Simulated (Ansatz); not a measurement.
# Cl₂GeH₂O₂: basis-set convergence

How large a basis does Cl₂GeH₂O₂ need? Two functionals are run in growing sets.

Method: one geometry, several basis sets; program: Ansatz 0.2.0, Gaussian basis.

The runs, in order: PBE0-D4/def2-SVP; ωB97M-V/def2-SVP; PBE0-D4/def2-QZVPP; ωB97M-V/def2-QZVPP; the functionals' def2-TZVPP values are taken from earlier runs.

## Step 1: The geometry

All runs share one geometry, relaxed beforehand with PBE0-D4 in a triple-zeta def2 set.

SMILES `[OH][Ge]([OH])([Cl])[Cl]`, 7 atoms, charge 0, spin multiplicity 1.

Atoms are counted from 1 here; the program's logs count them from 0.

Bond lengths: O1–Ge2 1.752 Å, O1–H6 0.961 Å, Ge2–O3 1.743 Å, Ge2–Cl4 2.116 Å, Ge2–Cl5 2.133 Å, O3–H7 0.962 Å. Angles: Ge2–O1–H6 113.3°, O1–Ge2–O3 107.4°, O1–Ge2–Cl4 112.9°, O1–Ge2–Cl5 108.9°, O3–Ge2–Cl4 107.1°, O3–Ge2–Cl5 112.4°, Cl4–Ge2–Cl5 108.3°, Ge2–O3–H7 111.8°.

Coordinates:

```mol
Cl2GeH2O2
  3D, bonds by distance, orders not assigned

  7  6  0  0  0  0  0  0  0  0999 V2000
   -0.9103    0.2725    1.1329 O   0  0
   -0.0142   -0.0558   -0.3361 Ge  0  0
    1.2671   -1.1656    0.0710 O   0  0
   -1.1923   -0.9874   -1.8263 Cl  0  0
    0.7244    1.7858   -1.1198 Cl  0  0
   -1.4375    1.0749    1.0848 H   0  0
    1.6240   -0.9923    0.9477 H   0  0
  1  2  8  0
  2  3  8  0
  2  4  8  0
  2  5  8  0
  1  6  8  0
  3  7  8  0
M  END
```

## Step 2: PBE0-D4 in def2-SVP

Input file in.yaml:

```yaml
crystal:
  periodic: [false, false, false]
  atoms:
    - {symbol: O, position_ang: [-0.910255, 0.272510, 1.132918]}
    - {symbol: Ge, position_ang: [-0.014249, -0.055823, -0.336130]}
    - {symbol: O, position_ang: [1.267134, -1.165640, 0.071004]}
    - {symbol: Cl, position_ang: [-1.192298, -0.987442, -1.826264]}
    - {symbol: Cl, position_ang: [0.724354, 1.785792, -1.119753]}
    - {symbol: H, position_ang: [-1.437481, 1.074931, 1.084794]}
    - {symbol: H, position_ang: [1.623995, -0.992329, 0.947730]}
basis:
  gaussian: {orbitals: def2-SVP}
hamiltonian: {xc: pbe0, dispersion: d4}
output: {orbitals: {seedname: orbitals}}
```

On the command line:

```bash
ansatz run in.yaml --threads 4 --pin off --events-out ev --progress --plain --max-ram 10444MiB
```

Further steps of the session: ωB97M-V in def2-SVP; PBE0-D4 in def2-QZVPP; ωB97M-V in def2-QZVPP.

**Question.** What will the summary of the whole plan be? Wanted: PBE0-D4: double and triple zeta above quadruple; ωB97M-V: double and triple zeta above quadruple.

The runs gave:

| quantity | value |
| --- | --- |
| PBE0-D4: double and triple zeta above quadruple | 23.36, 2.20 eV |
| ωB97M-V: double and triple zeta above quadruple | 23.24, 2.12 eV |

What this shows: PBE0-D4 gains 21.15 eV from double to triple zeta, then 2.20 eV more. Total energies overstate the basis error of differences, where much of it tends to cancel. The LUMO of ωB97M-V is positive and keeps falling with the basis (1.32 to 0.60 eV): an unbound level that the basis holds in place.
